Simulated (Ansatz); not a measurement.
# CH3AlF2: up Jacob's ladder to CCSD(T)

One table from this session's results is given with a row withheld; the runs are named, their logs left out.

Program: Ansatz 0.2.0, Gaussian basis. Level of theory: functionals in def2-TZVPP, the program's frozen cores in correlated methods. These are calculated values, not measurements.

The runs, in order: LDA (SPW92), PBE-D4, revPBE-D4, BLYP-D4, r2SCAN-D4, B97M-V, PBE0-D4, B3LYP-D4, r2SCANh-D4, r2SCAN0-D4, HSE06-D4, BHLYP-D4, CAM-B3LYP-D4, LC-ωPBE, ωB97X-V, ωB97M-V, B2PLYP, PBE-QIDH; CCSD(T)/def2-SVP; CCSD(T)/def2-TZVPP; MP2/def2-QZVPP; extrapolation to the limit; RPA on PBE.

## The relaxed structure

All runs share one geometry, relaxed beforehand with PBE0-D4 in a triple-zeta def2 set.

SMILES `[CH3][Al]([F])[F]`, 7 atoms, charge 0, spin multiplicity 1.

Atoms are counted from 1 here; the program's logs count them from 0.

Bond lengths: C1–Al2 1.926 Å, C1–H5 1.091 Å, C1–H6 1.093 Å, C1–H7 1.093 Å, Al2–F3 1.644 Å, Al2–F4 1.644 Å. Angles: Al2–C1–H5 111.8°, Al2–C1–H6 110.6°, Al2–C1–H7 110.6°, H5–C1–H6 108.4°, H5–C1–H7 108.4°, H6–C1–H7 106.8°, C1–Al2–F3 121.5°, C1–Al2–F4 122.4°, F3–Al2–F4 116.1°.

Set-up of the first run:

Contents of in.yaml:

```yaml
crystal:
  periodic: [false, false, false]
  atoms:
    - {symbol: C, position_ang: [-0.253552, 0.825862, -0.238718]}
    - {symbol: Al, position_ang: [0.293123, -0.956217, 0.245542]}
    - {symbol: F, position_ang: [1.513171, -1.219526, 1.315503]}
    - {symbol: F, position_ang: [-0.423417, -2.297642, -0.378636]}
    - {symbol: H, position_ang: [-1.075800, 0.815979, -0.956116]}
    - {symbol: H, position_ang: [-0.573396, 1.384518, 0.645143]}
    - {symbol: H, position_ang: [0.581070, 1.378926, -0.678219]}
basis:
  gaussian: {orbitals: def2-TZVPP}
hamiltonian: {xc: lda}
output: {orbitals: {seedname: orbitals}}
```

Steps of the session up to this table: LDA; PBE-D4 (GGA); revPBE-D4 (GGA); BLYP-D4 (GGA); r2SCAN-D4 (meta-GGA); B97M-V (meta-GGA); PBE0-D4 (hybrid); B3LYP-D4 (hybrid); r2SCANh-D4 (hybrid); r2SCAN0-D4 (hybrid); HSE06-D4 (hybrid); BHLYP-D4 (hybrid); CAM-B3LYP-D4 (range-separated); LC-ωPBE-D4 (range-separated; the results give it without D4); ωB97X-V (range-separated); ωB97M-V (range-separated); B2PLYP (double hybrid); PBE-QIDH (double hybrid).

One of the session's tables, all rows but one given; the rest of the session is left out.

It belongs to the step «Orbital energies across the functionals». 

```
  functional  HOMO (eV)  gap (eV)
 LDA (SPW92)      -8.10      6.51
      PBE-D4      -7.92      6.56
   revPBE-D4      -7.84      6.60
     BLYP-D4      -7.80      6.43
   r2SCAN-D4      -8.19      7.35
      B97M-V      -8.26      7.03
     PBE0-D4      -9.31      8.79
    B3LYP-D4      -9.08      8.21
  r2SCANh-D4      -8.71      8.13
  r2SCAN0-D4          ?         ?
    HSE06-D4      -8.90      8.01
    BHLYP-D4     -10.60     10.72
CAM-B3LYP-D4     -10.75     11.01
     LC-ωPBE     -12.13     13.73
     ωB97X-V     -11.74     13.12
     ωB97M-V     -11.59     12.58
```

Estimate the missing values for r2SCAN0-D4.

Worked estimate for «HOMO (eV)». Against the share of exact exchange, r2SCAN-D4 (0, -8.19), r2SCANh-D4 (0.1, -8.71) give a slope of -5.20 per unit share; at 0.25 the line stands at -9.49.

The run gave: HOMO (eV): -9.49; gap (eV): 9.28. In «HOMO (eV)» the line misses by 0.00.
